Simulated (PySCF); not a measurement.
**In(NCS)3: geometry, NMR shifts and electronic excitations**

What NMR shifts and electronic excitations should In(NCS)3 (`S=C=[N][In]([N]=C=S)[N]=C=S`) show?

Programs: PySCF 2.14.0, with density-fitted response routines of our own. Each step states its level of theory. These are calculated values for one molecule in the gas phase, unless marked as measured. Atoms are numbered from 0 throughout.

## (1) Starting geometry

10 atoms, charge 0, multiplicity 1; geometry from: GFN2-xTB. The atoms were then displaced at random by about 0.03 Å, so the start is not that level's minimum.

Bonds of the start (Å): In0–N1 2.05, In0–N4 2.19, In0–N7 2.01, N1–C2 1.16, C2–S3 1.71, N4–C5 1.23, C5–S6 1.53, N7–C8 1.25, C8–S9 1.57.

## (2) Geometry optimisation at PBE0-D3(BJ)/def2-SVP

What the job is given:

```
{"job": {"xc": "PBE0", "basis": "def2-SVP", "d3": "d3bj", "grid": 1, "maxiter": 40, "shake": 0.03, "kind": "geom"}, "charge": 0, "multiplicity": 1}
In     0.066940    -0.093900    -0.004850
N      1.951990     0.710570    -0.031050
C      2.979700     0.181720    -0.006470
S      4.614230    -0.307340     0.060040
N     -1.613990     1.305900    -0.064450
C     -1.665930     2.537860    -0.044110
S     -1.895460     4.052230    -0.040820
N     -0.318770    -2.067640    -0.020000
C     -1.392160    -2.693920     0.077060
S     -2.601900    -3.702220     0.079060
```

Command:

```console
OMP_NUM_THREADS=1 python probes_run.py task.json out
```

One launch serves the whole session: the jobs run in the order shown.

The program printed:

```text
step   0  E = -1661.97681385  max force = 0.177680
step   1  E = -1662.00476284  max force = 0.032179
step   2  E = -1662.00658225  max force = 0.012793
step   3  E = -1662.00731564  max force = 0.004794
step   4  E = -1662.00768110  max force = 0.003951
step   5  E = -1662.00816337  max force = 0.004158
step   6  E = -1662.00870044  max force = 0.003250
step   7  E = -1662.00895703  max force = 0.002846
step   8  E = -1662.00902181  max force = 0.000732
step   9  E = -1662.00904460  max force = 0.000626
step  10  E = -1662.00905699  max force = 0.000717
step  11  E = -1662.00905943  max force = 0.000261
optimisation converged
```

It took 8 min on 1 thread of Intel Xeon at 2.50GHz, shared host; peak memory 0.72 GiB.

Relaxation path:

```csv
step,energy from step 0 (eV),largest force component (eV/Å)
0,0.0000,9.1367
1,-0.7605,1.6547
2,-0.8100,0.6578
3,-0.8300,0.2465
4,-0.8399,0.2032
5,-0.8531,0.2138
6,-0.8677,0.1671
7,-0.8747,0.1463
8,-0.8764,0.0376
9,-0.8770,0.0322
10,-0.8774,0.0369
11,-0.8774,0.0134
```

Distances of close pairs at the start and the end, largest changes first:

```csv
bond,before (Å),after (Å),change (Å)
In0–N4,2.188,2.004,-0.184
C2–S3,1.707,1.574,-0.134
In0–N1,2.050,2.004,-0.046
N7–C8,1.247,1.201,-0.045
N1–C2,1.156,1.201,+0.045
C5–S6,1.532,1.574,+0.042
N4–C5,1.233,1.201,-0.032
In0–N7,2.011,2.004,-0.007
```

The next job starts from the end point, and lists it.

```csv
at the end point,value
point group (found at 0.08 Å tolerance),C3h
"rotational constants (GHz, main isotopes)","0.386, 0.382, 0.192"
dipole moment (D),0.05
```

## (3) Nuclear shieldings: PBE0/def2-TZVP+pcSseg-1

What the job is given:

```
{"job": {"kind": "nmr", "xc": "PBE0", "basis": {"default": "pcSseg-1", "In": "def2-TZVP"}}, "charge": 0, "multiplicity": 1}
In     0.008159    -0.012498    -0.002082
N      1.978541     0.351305     0.008580
C      3.151895     0.096340     0.020653
S      4.701179    -0.178993     0.036076
N     -1.296378     1.508825    -0.040626
C     -1.638293     2.660132    -0.059532
S     -2.147763     4.148676    -0.084511
N     -0.651170    -1.904871     0.022656
C     -1.475045    -2.778862     0.040481
S     -2.506475    -3.966793     0.062715
```

With the program's defaults for keys left out, this is: GIAO PBE0/pcSseg-1 In:def2-TZVP NMR shielding, scalar relativity only through core potentials, gas phase.

The program printed:

```text
coarse grid: 57936 points
cycle   1  E = -1659.3947921964  dE = -2.812e+01  |g| = 3.212e+00  |ddm| = 4.542e+01
cycle   2  E = -1594.4024950715  dE =  6.499e+01  |g| = 1.101e+01  |ddm| = 4.536e+01
cycle   3  E = -1662.2505080279  dE = -6.785e+01  |g| = 9.715e-01  |ddm| = 4.414e+01
cycle   4  E = -1661.9461543784  dE =  3.044e-01  |g| = 1.561e+00  |ddm| = 2.428e+00
cycle   5  E = -1662.5050753436  dE = -5.589e-01  |g| = 1.877e-01  |ddm| = 1.431e+00
cycle   6  E = -1662.5102190739  dE = -5.144e-03  |g| = 9.879e-02  |ddm| = 2.153e-01
cycle   7  E = -1662.5118653283  dE = -1.646e-03  |g| = 5.020e-02  |ddm| = 8.930e-02
cycle   8  E = -1662.5126466378  dE = -7.813e-04  |g| = 1.043e-02  |ddm| = 6.624e-02
cycle   9  E = -1662.5126679481  dE = -2.131e-05  |g| = 4.526e-03  |ddm| = 1.362e-02
cycle  10  E = -1662.5126720043  dE = -4.056e-06  |g| = 2.166e-03  |ddm| = 4.972e-03
final grid: 115888 points
cycle  11  E = -1662.5127560275  dE =  5.289e-06  |g| = 5.082e-03  |ddm| = 6.209e-03
cycle  12  E = -1662.5127235173  dE =  3.251e-05  |g| = 1.250e-02  |ddm| = 1.421e-02
cycle  13  E = -1662.5127624825  dE = -3.897e-05  |g| = 4.648e-04  |ddm| = 9.967e-03
cycle  14  E = -1662.5127625182  dE = -3.564e-08  |g| = 1.366e-04  |ddm| = 4.924e-04
cycle  15  E = -1662.5127625233  dE = -5.121e-09  |g| = 1.793e-05  |ddm| = 1.387e-04
cycle  16  E = -1662.5127625233  dE = -6.548e-11  |g| = 4.588e-06  |ddm| = 2.213e-05
converged SCF energy = -1662.5127625233

GIAO shielding tensors (ppm)
atom      isotropic    diamagn.    paramagn.     s11        s22        s33       span
  0 In         nan         nan         nan        nan        nan        nan        nan
  1 N      147.487     324.966    -177.479     37.825     68.538    336.099    298.273
  2 C       28.005     266.978    -238.973   -104.489   -100.170    288.673    393.162
  3 S      713.796    1055.843    -342.047    571.406    574.733    995.248    423.841
  4 N      146.985     325.031    -178.046     36.693     68.844    335.419    298.726
  5 C       27.582     266.897    -239.315   -105.457   -100.457    288.661    394.118
  6 S      712.940    1055.864    -342.924    569.148    575.160    994.511    425.364
  7 N      146.853     324.981    -178.128     36.690     68.554    335.315    298.625
  8 C       27.537     266.882    -239.344   -105.465   -100.555    288.633    394.098
  9 S      712.850    1055.854    -343.004    569.328    575.120    994.102    424.774
```

Wall time 2.4 min (1 thread of Intel Xeon at 2.50GHz, shared host); peak memory 1.2 GiB.

The references, computed at this level on geometries of the same kind, shield at (ppm): 13C TMS 184.4, 15N NH3 265.7, 33S CS2 496. Their shielding less the atom's gives the shift. The references are single molecules in the gas phase, so shifts against H2O, NH3, PH3, H3PO4 or CFCl3 are not on the usual liquid scales and can be off by tens of ppm. Atoms listed in one row are averaged.

```csv
atoms,environment,σ (ppm),δ (ppm)
"C2, C5, C8","carbon bonded to N, S",27.7,156.7
"N1, N4, N7","nitrogen bonded to C, In",147.1,118.6
"S3, S6, S9",sulfur bonded to C,713,-218
```

Atoms past Kr carry core potentials, so their printed shieldings have no meaning and are left out of the table.

Charges from the same density, by scheme (e):

```csv
atoms,Mulliken,ESP fit
In0,1.12,1.26
"N1, N4, N7",-0.61,-0.38
"C2, C5, C8",0.24,0.03
"S3, S6, S9",0.00,-0.06
```

Mayer bond orders: In0–N1 0.83, In0–N4 0.84, In0–N7 0.84, N1–C2 2.00, C2–S3 1.75, N4–C5 2.00, C5–S6 1.75, N7–C8 2.00, C8–S9 1.75.

With diffuse functions Mulliken charges and Mayer bond orders lose their meaning; the other schemes are steadier.

Orbitals, density, ELF and potential are computed afterwards from the orbital file.

Frontier orbitals at PBE0/def2-TZVP+pcSseg-1, with the share of their density that lies nearest to each atom:

```csv
orbital,energy (eV),lies on
HOMO,-7.77,S3 45 %; N1 17 %; S9 14 %
LUMO,-2.88,"In0 50 %; N1, N4, N7 about 11 % each"
```

ELF in a plane through or near 10 of the atoms.

Ten even steps from '0' (0.00) to '9' (0.91):
```
0000000000000000000000000000
0000000000122100000000000000
0000000015899630000000000000
0000000379129840000000000000
0000000589257520000000000000
0000000245794551000000000000
0000000001467887300000000000
0000000000148378200000000000
0000000000024431000002441000
0000000001113883353435997200
0000000038982882879487269300
0000000038337114839254819300
0000011364886203885567998200
0000268793462000220014774000
0000489166620000000000100000
0000159559840000000000000000
0000003688620000000000000000
0000000011000000000000000000
0000000000000000000000000000
0000000000000000000000000000
```
The map spans 14.4 Å across and 14.1 Å up, centred on the molecule. Atoms in the plane (x, y in Å): In0 (0.0, 0.0), N1 (-1.6, -1.2), C2 (-2.2, -2.2), S3 (-3.1, -3.5), N4 (-0.2, 2.0), C5 (-0.8, 3.0), S6 (-1.5, 4.4), N7 (1.8, -0.8), C8 (3.0, -0.8), S9 (4.6, -0.9).

log10 of the density (e/Å³) in the same plane.

Ten even steps from '0' (-4.0) to '9' (2.0):
```
0000111000111000000000000000
0000001122333220000000000000
0000001234555432000000000000
0000002346776542100000000000
0000002346786543100000000000
0000001335668654210000000001
0000000123567765320000000111
0000000012456975421111111111
0000000012345665433333333211
0000000123446886555555554320
0000001345666886677666765421
0000012346886555787776975431
0000233467765444555556665320
0001345667654322333334443211
0002346786543210111122222111
0001345666542100000000000011
0000234454331000000000000001
0000012333210000000000000000
0000000010000000000000000000
0000000000000000000000000000
```
The map spans 14.4 Å across and 14.1 Å up, centred on the molecule. Atoms in the plane (x, y in Å): In0 (0.0, 0.0), N1 (-1.6, -1.2), C2 (-2.2, -2.2), S3 (-3.1, -3.5), N4 (-0.2, 2.0), C5 (-0.8, 3.0), S6 (-1.5, 4.4), N7 (1.8, -0.8), C8 (3.0, -0.8), S9 (4.6, -0.9).

On the surface of density 0.002 e/bohr³ the electrostatic potential runs, from the 1st to the 99th percentile, from -0.39 V near S3 to 4.30 V near In0.

## (4) Ultraviolet spectrum: CAM-B3LYP/def2-SVPD

Settings changed since step 3:

```diff
@@ -1,2 +1,2 @@
-{"job": {"kind": "nmr", "xc": "PBE0", "basis": {"default": "pcSseg-1", "In": "def2-TZVP"}}, "charge": 0, "multiplicity": 1}
+{"job": {"kind": "uv", "xc": "CAM-B3LYP", "basis": "def2-SVPD", "ip": true, "nstates": 10}, "charge": 0, "multiplicity": 1}
 In     0.008159    -0.012498    -0.002082
```

Method: TDDFT CAM-B3LYP/def2-SVPD, vertical, gas phase, core orbitals frozen in the response.

The program printed:

```text
coarse grid: 57936 points
cycle   1  E = -1659.3320593852  dE = -1.693e+01  |g| = 3.141e+00  |ddm| = 2.678e+01
cycle   2  E = -1580.4426261466  dE =  7.889e+01  |g| = 1.138e+01  |ddm| = 5.821e+01
cycle   3  E = -1662.5231581976  dE = -8.208e+01  |g| = 6.241e-01  |ddm| = 5.437e+01
cycle   4  E = -1662.5757843145  dE = -5.263e-02  |g| = 5.080e-01  |ddm| = 4.107e+00
cycle   5  E = -1662.6252355210  dE = -4.945e-02  |g| = 1.113e-01  |ddm| = 1.275e+00
cycle   6  E = -1662.6286575053  dE = -3.422e-03  |g| = 3.259e-02  |ddm| = 2.120e-01
cycle   7  E = -1662.6289746057  dE = -3.171e-04  |g| = 1.848e-02  |ddm| = 7.608e-02
cycle   8  E = -1662.6290592426  dE = -8.464e-05  |g| = 6.083e-03  |ddm| = 3.680e-02
cycle   9  E = -1662.6290764218  dE = -1.718e-05  |g| = 2.295e-03  |ddm| = 2.054e-02
cycle  10  E = -1662.6290773382  dE = -9.165e-07  |g| = 1.641e-03  |ddm| = 4.750e-03
final grid: 115888 points
cycle  11  E = -1662.6291186295  dE =  1.337e-06  |g| = 2.945e-03  |ddm| = 4.763e-03
cycle  12  E = -1662.6291140623  dE =  4.567e-06  |g| = 5.338e-03  |ddm| = 7.604e-03
cycle  13  E = -1662.6291206380  dE = -6.576e-06  |g| = 5.367e-05  |ddm| = 4.911e-03
cycle  14  E = -1662.6291206390  dE = -9.977e-10  |g| = 3.114e-05  |ddm| = 1.046e-04
converged SCF energy = -1662.6291206390

Static polarisability (au): isotropic 171.340, principal 90.319 211.026 212.676

Singlet excitations
state   eV       nm        f      main configurations
  1   4.2848    289.4   0.00004   H-2->L 0.75, H-2->L+6 0.11
  2   4.2955    288.6   0.00005   H-3->L 0.41, H-4->L 0.33
  3   4.2996    288.4   0.00008   H-4->L 0.41, H-3->L 0.33, H-4->L+5 0.09
  4   4.4288    279.9   0.05081   H-1->L 0.47, H-3->L+1 0.16
  5   4.4324    279.7   0.05691   H->L 0.50, H-4->L+1 0.15, H-2->L+1 0.09
  6   4.4456    278.9   0.00165   H-1->L+1 0.71
  7   4.4563    278.2   0.00033   H->L+1 0.75
  8   4.5728    271.1   0.00015   H-2->L+1 0.30, H-5->L 0.26, H-3->L+1 0.19
  9   4.7489    261.1   0.00510   H-5->L+1 0.64, H->L+4 0.10, H-1->L+3 0.10
 10   4.8946    253.3   0.32997   H-2->L+1 0.35, H->L 0.26, H-4->L+1 0.19

Triplet excitations (Tamm-Dancoff, eV): 3.9350 3.9387 4.0548 4.1215
Vertical ionisation energy (delta-SCF) = 9.6319 eV
Vertical electron affinity (delta-SCF) = 1.5783 eV
```

Wall time 12 min (1 thread of Intel Xeon at 2.50GHz, shared host); peak memory 1.5 GiB.

Frontier orbitals and where they lie:

```csv
orbital,eV,atoms
HOMO−3,-9.11,"S9 57 %, N7 21 %, C8 20 %"
HOMO−2,-9.09,"S3 54 %, N1 20 %, C2 19 %"
HOMO−1,-9.00,"S6 32 %, S9 25 %, N4 12 %"
HOMO,-8.99,"S3 38 %, N1 15 %, S9 13 %"
LUMO,-2.02,"In0 51 %, N1 7 %, N4 7 %"
LUMO+1,-1.80,"In0 50 %, N4 12 %, N7 12 %"
LUMO+2,0.10,"In0 36 %, S9 11 %, S6 10 %"
```

With each of the 10 states as a Gaussian band of 0.4 eV half-width at 1/e, the curve within the window shown has maxima at 256 nm (ε 15,000) L/(mol cm). Beyond the last state computed it falls off for lack of states. The curve at chosen wavelengths:

| nm | ε (L/mol/cm) |
| --- | --- |
| 239 | 7789 |
| 243 | 10369 |
| 247 | 12606 |
| 251 | 14154 |
| 255 | 14841 |
| 258 | 14801 |
| 262 | 14140 |
| 266 | 13002 |
| 270 | 11619 |
| 274 | 10169 |
| 278 | 8762 |
| 282 | 7451 |
| 286 | 6255 |
| 289 | 5435 |
| 293 | 4443 |
| 297 | 3568 |
| 301 | 2810 |
| 305 | 2168 |
| 309 | 1639 |
| 313 | 1214 |
| 317 | 881 |
| 320 | 684 |
| 324 | 481 |
| 328 | 332 |
| 332 | 226 |
| 336 | 151 |

Leading natural transition orbitals of singlet state 10: the hole lies on S3 41 %; N1 24 %; S6, S9 about 8 % each; the particle on In0 49 %; N1, N4 about 13 % each; N7 11 %.

Leading natural transition orbitals of singlet state 1: the hole lies on S3 59 %; N1 29 %; C2 6 %; the particle on In0 36 %; C2 20 %; S3 15 %.

Ground-state properties from the same run:

```csv
property,computed
dipole moment (D),0.05
polarisability (Å³),25.39
HOMO–LUMO gap (eV),6.97
−ε(HOMO) (eV),8.99
```

## (5) Shielding tensors: B3LYP/def2-TZVP+pcSseg-1

Settings changed since step 4:

```diff
@@ -1,2 +1,2 @@
-{"job": {"kind": "uv", "xc": "CAM-B3LYP", "basis": "def2-SVPD", "ip": true, "nstates": 10}, "charge": 0, "multiplicity": 1}
+{"job": {"kind": "nmr", "xc": "B3LYP", "basis": {"default": "pcSseg-1", "In": "def2-TZVP"}, "pop": false}, "charge": 0, "multiplicity": 1}
 In     0.008159    -0.012498    -0.002082
```

Level: GIAO B3LYP/pcSseg-1 In:def2-TZVP NMR shielding, scalar relativity only through core potentials, gas phase.

The program printed:

```text
coarse grid: 57936 points
cycle   1  E = -1659.9643989815  dE = -2.779e+01  |g| = 3.350e+00  |ddm| = 4.525e+01
cycle   2  E = -1582.7977461281  dE =  7.717e+01  |g| = 1.173e+01  |ddm| = 5.324e+01
cycle   3  E = -1663.0368039462  dE = -8.024e+01  |g| = 1.064e+00  |ddm| = 5.209e+01
cycle   4  E = -1662.9253619474  dE =  1.114e-01  |g| = 1.451e+00  |ddm| = 2.152e+00
cycle   5  E = -1663.3589892310  dE = -4.336e-01  |g| = 2.615e-01  |ddm| = 1.359e+00
cycle   6  E = -1663.3659651419  dE = -6.976e-03  |g| = 2.034e-01  |ddm| = 3.454e-01
cycle   7  E = -1663.3746792925  dE = -8.714e-03  |g| = 9.030e-02  |ddm| = 1.960e-01
cycle   8  E = -1663.3764918057  dE = -1.813e-03  |g| = 3.559e-02  |ddm| = 9.631e-02
cycle   9  E = -1663.3767740566  dE = -2.823e-04  |g| = 1.623e-02  |ddm| = 4.743e-02
cycle  10  E = -1663.3768431080  dE = -6.905e-05  |g| = 1.606e-03  |ddm| = 1.706e-02
cycle  11  E = -1663.3768437105  dE = -6.025e-07  |g| = 7.563e-04  |ddm| = 2.437e-03
final grid: 115888 points
cycle  12  E = -1663.3769086091  dE =  4.925e-07  |g| = 1.663e-03  |ddm| = 1.910e-03
cycle  13  E = -1663.3769057625  dE =  2.847e-06  |g| = 3.848e-03  |ddm| = 3.933e-03
cycle  14  E = -1663.3769092162  dE = -3.454e-06  |g| = 4.141e-04  |ddm| = 2.890e-03
cycle  15  E = -1663.3769092592  dE = -4.294e-08  |g| = 2.182e-05  |ddm| = 3.241e-04
cycle  16  E = -1663.3769092592  dE = -7.913e-11  |g| = 1.372e-05  |ddm| = 3.132e-05
converged SCF energy = -1663.3769092592

GIAO shielding tensors (ppm)
atom      isotropic    diamagn.    paramagn.     s11        s22        s33       span
  0 In         nan         nan         nan        nan        nan        nan        nan
  1 N      141.899     324.072    -182.173     30.898     63.252    331.548    300.650
  2 C       23.114     266.949    -243.835   -111.696   -107.334    288.372    400.068
  3 S      699.956    1056.144    -356.188    557.473    560.101    982.294    424.821
  4 N      141.329     324.187    -182.858     29.733     63.470    330.783    301.050
  5 C       22.690     266.853    -244.163   -112.676   -107.615    288.360    401.037
  6 S      699.069    1056.163    -357.094    555.149    560.621    981.436    426.287
  7 N      141.195     324.141    -182.946     29.786     63.155    330.646    300.860
  8 C       22.638     266.836    -244.197   -112.684   -107.725    288.325    401.009
  9 S      698.942    1056.152    -357.210    555.346    560.553    980.927    425.581
```

Wall time 1.7 min (1 thread of Intel Xeon at 2.50GHz, shared host); peak memory 1.3 GiB.

Key values: δ C2 156.4, N1 122.1, S3 -214 ppm (means over like atoms).

## (6) Side by side: NMR shifts

Shifts (ppm), means over like atoms, with basis size and wall time:

```csv
run,C2,N1,S3,functions,time
PBE0/def2-TZVP+pcSseg-1,156.7,118.6,-218,224,2.4 min
B3LYP/def2-TZVP+pcSseg-1,156.4,122.1,-214,224,1.7 min
```

## (7) What came out

| quantity | value |
| --- | --- |
| point group | C3h |
| rotational constants (main isotopes) | 0.39, 0.38, 0.19 GHz |
| 13C shifts against TMS (PBE0/def2-TZVP+pcSseg-1, means over atoms taken as alike) | 156.7 ppm |
| 15N shifts against NH3 (PBE0/def2-TZVP+pcSseg-1, means over atoms taken as alike) | 118.6 ppm |
| 33S shifts against CS2 (PBE0/def2-TZVP+pcSseg-1, means over atoms taken as alike) | -218 ppm |
| surface potential, 1st and 99th percentile | -0.39 V and 4.30 V |
| lowest singlet (CAM-B3LYP/def2-SVPD) | 4.28 eV (289 nm), f = 0.000 |
| brightest single state of those computed | state 10, 4.89 eV, f = 0.330 |
| lowest triplet | 3.94 eV |
| vertical ionisation energy (ΔSCF) | 9.63 eV |
| vertical electron affinity (ΔSCF) | 1.58 eV |
| range of the shift of S3 | -218 to -214 ppm |

In words: The start was shaken at random, so part of the energy gained undoes that. Relaxing lowered the energy by 0.877 eV in 11 steps; the close pair that moved most is In0–N4, from 2.188 to 2.004 Å. At PBE0/def2-TZVP+pcSseg-1: The largest span, 425 ppm, is at S3, S6, S9, where the paramagnetic term is -343 ppm. The first singlet state (HOMO−2→LUMO 0.75, HOMO−2→LUMO+6 0.11) lies at 4.28 eV and is dark; of the 10 states computed, the strongest absorption comes from state 10 at 4.89 eV (the last computed, so partners may be missing). The lowest triplet lies 0.35 eV below the lowest singlet (triplets in Tamm-Dancoff, singlets in full TDDFT). Spin-orbit coupling, left out, mixes singlets and triplets in elements this heavy. The orbital energy would give 8.99 eV for ionisation, ΔSCF gives 9.63 eV. In ppm, S3 (with its like atoms) moves most: its shift spreads over 4 ppm, from -218 (PBE0/def2-TZVP+pcSseg-1) to -214 (B3LYP/def2-TZVP+pcSseg-1). Spin-orbit coupling is left out, which matters for shieldings and couplings at and beside the heavy atoms.
